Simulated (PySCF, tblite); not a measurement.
# C₆H₈BF₃: geometry, infrared bands and NMR shifts

What infrared bands and NMR shifts should C₆H₈BF₃ (`BCC(C)=C=CC(F)(F)F`) show?

The runs use tblite 0.8.0 and PySCF 2.14.0, with density-fitted response routines of our own; the level of theory stands in each step. All values are computed, except where a source is named. Atoms are numbered from 0 throughout.

## Step 1: Starting geometry

18 atoms, charge 0, multiplicity 1; geometry from: force field or distance geometry start.

Bonds of the start (Å): B0–C1 1.58, C1–C2 1.48, C2–C3 1.45, C2–C4 1.30, C4–C5 1.31, C5–C6 1.48, C6–F7 1.38, C6–F8 1.37, C6–F9 1.40, B0–H10 1.20, B0–H11 1.19, C1–H12 1.13, C1–H13 1.10, C3–H14 1.13, C3–H15 1.12, C3–H16 1.11, C5–H17 1.05.

## Step 2: Optimising the geometry with GFN2-xTB

What the job is given:

```
{"job": {"kind": "relax", "xc": "GFN2-xTB", "basis": "xTB"}, "charge": 0, "multiplicity": 1}
B     -2.666700     0.264600    -0.864900
C     -1.313500     0.972900    -0.479200
C     -0.510700    -0.038200     0.245400
C     -0.863500    -0.728600     1.468200
C      0.638200    -0.339200    -0.279600
C      1.801500    -0.625500    -0.803600
C      2.925000     0.199200    -0.311600
F      3.810300     0.557500    -1.306500
F      2.456100     1.379900     0.212100
F      3.556700    -0.480400     0.739400
H     -2.627500    -0.924700    -1.015200
H     -3.667500     0.779600    -0.466000
H     -1.546600     1.784100     0.270200
H     -0.794700     1.395900    -1.348600
H     -1.079400    -0.003300     2.304900
H     -1.826000    -1.285200     1.326900
H     -0.133000    -1.493800     1.802300
H      1.832500    -1.408400    -1.505900
```

Run with:

```bash
> OMP_NUM_THREADS=1 python probes_run.py task.json out
```

This one command runs all jobs of the session in turn.

**Question.** This job is followed by: GFN2-xTB harmonic vibrations, gas phase; GIAO PBE0/pcSseg-1 NMR shielding, non-relativistic, gas phase. What will the session give for the following? strongest single infrared mode (GFN2-xTB); zero-point energy (GFN2-xTB); 13C shifts against TMS (PBE0/pcSseg-1); 1H shifts against TMS (PBE0/pcSseg-1, means over atoms taken as alike); 11B shifts against BF3·OEt2 (PBE0/pcSseg-1); 19F shifts against CFCl3 (PBE0/pcSseg-1, means over atoms taken as alike).

The runs gave:

```
                                                                 quantity                                      value
                                strongest single infrared mode (GFN2-xTB)                      1019 cm⁻¹, 302 km/mol
                                             zero-point energy (GFN2-xTB)                              77.7 kcal/mol
                                   13C shifts against TMS (PBE0/pcSseg-1)  215.1, 133.2, 116.7, 89.2, 42.6, 23.1 ppm
   1H shifts against TMS (PBE0/pcSseg-1, means over atoms taken as alike)                 8.07, 5.37, 2.62, 2.00 ppm
                              11B shifts against BF3·OEt2 (PBE0/pcSseg-1)                                   91.9 ppm
19F shifts against CFCl3 (PBE0/pcSseg-1, means over atoms taken as alike)                                  -75.6 ppm
```

**Reading.** Relaxing lowered the energy by 0.823 eV in 123 steps; the close pair that moved most is C2–C3, from 1.448 to 1.501 Å. All 48 modes are real, so the xTB geometry is a minimum. The strongest single mode, at 1019 cm⁻¹, moves mainly C6. GFN2-xTB is a fitted tight-binding method: band positions and strengths are rough. Its intensities can rank the bands wrongly. The most deshielded carbon is C4 (central carbon of an allene), at 215.1 ppm: the central sp carbon of an allene is among the most deshielded carbons of hydrocarbons. At PBE0/pcSseg-1: The largest span, 195 ppm, is at B0, where the paramagnetic term is -184 ppm.
